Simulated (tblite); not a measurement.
# C4H6F2O2Si: the cost of one run

Programs: tblite 0.8.0 and PySCF 2.14.0, with density-fitted response routines of our own. Each step states its level of theory. These are calculated values for one molecule in the gas phase, unless marked as measured. Atoms are numbered from 0 throughout.

### Step 1. Starting geometry

15 atoms, charge 0, multiplicity 1; geometry from: force field or distance geometry start.

Bonds of the start (Å): O0–C1 1.20, C1–O2 1.36, C1–C3 1.46, C3–C4 1.35, C4–F5 1.35, C4–C6 1.51, C6–Si7 1.86, Si7–F8 1.61, O2–H9 0.98, C3–H10 1.09, C6–H11 1.11, C6–H12 1.08, Si7–H13 1.48, Si7–H14 1.49.

### Step 2. Optimising the geometry with GFN2-xTB

What the job is given:

```
{"job": {"kind": "relax", "xc": "GFN2-xTB", "basis": "xTB"}, "charge": 0, "multiplicity": 1}
O      1.295300     0.279500    -1.587100
C      1.884500     0.266500    -0.542100
O      3.212600     0.520600    -0.452400
C      1.356000    -0.006800     0.796500
C      0.114900    -0.456400     1.068700
F     -0.191400    -0.633000     2.369300
C     -0.955100    -0.833000     0.072900
Si    -2.253000     0.470600    -0.188100
F     -3.353500    -0.120200    -1.205500
H      3.465000     0.698300    -1.378600
H      2.028000     0.175000     1.631100
H     -1.450600    -1.741100     0.464700
H     -0.533800    -1.137800    -0.873600
H     -2.935100     0.805800     1.082100
H     -1.688100     1.720100    -0.762000
```

The run is started by

```bash
$ OMP_NUM_THREADS=1 python probes_run.py task.json out
```

The driver reads the jobs from task.json and runs them one after another.

**Question.** How long does this first job take on 1 thread of Arm Neoverse N1, shared host?

About 1.1 s.
